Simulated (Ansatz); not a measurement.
This script makes an equation of state with a fit of MgS, space group P6_3mc with Ansatz 0.2.0 through its Python package.

`eos_mgs.py`
```python
'''Equation of state of MgS.'''

import ansatz as az
import numpy as np
from pymatgen.analysis.eos import EOS

vectors0 = np.array([
    [4.03462, 0.0, 0.0],
    [-2.01731, 3.49409, 0.0],
    [0.0, 0.0, 6.43229],
])
sites = [
    ('Mg', (2 / 3, 1 / 3, 0.49575)),
    ('Mg', (1 / 3, 2 / 3, 0.99575)),
    ('S', (1 / 3, 2 / 3, 0.37924)),
    ('S', (2 / 3, 1 / 3, 0.87924)),
]


def build(cell):
    crystal = az.Crystal(lattice=az.Lattice.of(cell))
    for symbol, position in sites:
        crystal = crystal.atom(symbol, position)
    return crystal


def main() -> None:
    # scale the volume, keep shape and fractions
    volumes, energies, pressures = [], [], []
    for scale in np.linspace(0.94, 1.06, 7):
        cell = vectors0 * scale ** (1 / 3)
        base = (
            build(cell).calculation()
            .occupations('methfessel_paxton', width=0.01)
            .functional('pbesol')
            .scf(tolerance=1e-07)
            .basis(500)  # plane waves up to this kinetic energy
            .kpoints(5, 5, 3)  # sampling of the Brillouin zone
            .stress()  # positive in compression
        )
        report = base.run(threads=1, pin='off').report
        volumes.append(abs(np.linalg.det(cell)) / len(sites))
        energies.append(report['free_energy_ev'] / len(sites))
        pressures.append(np.trace(report['stress_gpa']) / 3)
        print(f'V = {volumes[-1]:8.4f} A^3/atom  F = {energies[-1]:.5f} eV/atom  P = {pressures[-1]:8.3f} GPa')

    for form in ['pourier_tarantola', 'vinet', 'birch_murnaghan']:
        fit = EOS(eos_name=form).fit(volumes, energies)
        print(f'{form:18s} V0 {fit.v0:8.4f} A^3/atom  B0 {fit.b0_GPa:7.1f} GPa  B1 {fit.b1:5.2f}')


if __name__ == '__main__':
    main()
```

Its results, one of them left out:

| V (Å³/atom) | F less the lowest row shown (meV/atom) |
| --- | --- |
| 21.309 | ? |
| 21.763 | 5.14 |
| 22.216 | 0.80 |
| 22.670 | 0.00 |
| 23.123 | 2.40 |
| 23.576 | 7.70 |
| 24.030 | 15.61 |

What is the missing energy at 21.309 Å³ an atom?

A third-order Birch-Murnaghan fit, E = E0 + (9 V0 B0 / 16) [(t - 1)³ B' + (t - 1)² (6 - 4t)] with t = (V0/V)^(2/3), through the 6 rows shown gives V0 = 22.550 Å³, B0 = 57.8 GPa, B' = 4.05 and E0 = -0.11 meV. At V = 21.309 Å³, t = 1.03844, and the fit extrapolates to 13.41 meV. The run gave 13.41 meV, a miss of 0.00 meV.

Shape and fractional positions are held along the curve, so the bulk modulus is an upper value where they are free to relax, by a factor of two or more in layered or hydrogen-bonded cells. The program warned that this SCF threshold is loose for forces or stresses. Pressure is positive in compression. This cell is a computed structure, which may not be the phase found in nature. Timing: 17 s on 1 thread of Arm Neoverse V1 (shared host), peak memory 0.45 GiB.
